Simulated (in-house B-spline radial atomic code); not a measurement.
# Tc: ionisation energy by several methods

The task here is to estimate one member of a computed series from the others.

Method: non-relativistic, several functionals, spin-polarised, exact exchange averaged over the configuration; spherical all-electron atom at the radial basis limit. Code: in-house B-spline radial atomic code version 1.

### What is computed

* element: technetium (Z = 43)
* charge: 0
* electrons: 43
* configuration: [Kr] 4d5 5s2
* nucleus: point

The outer shells:

[Kr] 4d5 5s2
```
[Kr] core
4d [↑ ][↑ ][↑ ][↑ ][↑ ]
5s [↑↓]
```

Where spins are not typed, each open shell is filled with up spins first.

The first run:

Settings of the run:

```ini
Z = 43
electrons = 43.0
configuration = [Kr] 4d5 5s2
hamiltonian = nr
method = tpssh
spin_polarised = True
exact_exchange = averaged over the configuration
```

Command:

```bash
python run_scf.py task.json out
```

task.json lists these runs, among others, and the program works through them in turn.

Among the steps run: TPSSh; ωB97X; HSE06; PBE0; B97-1.

One of the session's tables, all rows but one given; the rest of the session is left out.

```
method  ΔSCF (eV)
 TPSSh      6.456
  PBE0      6.480
 B97-1      7.232
 ωB97X      7.323
 HSE06          ?
```

Q: Estimate the row for HSE06 from the others.

**Answer.** ΔSCF (eV): 6.497. In the column «ΔSCF (eV)» it lies between PBE0 (6.480) and B97-1 (7.232).

Caveats from the session: These runs leave out relativity, which matters at this nuclear charge.
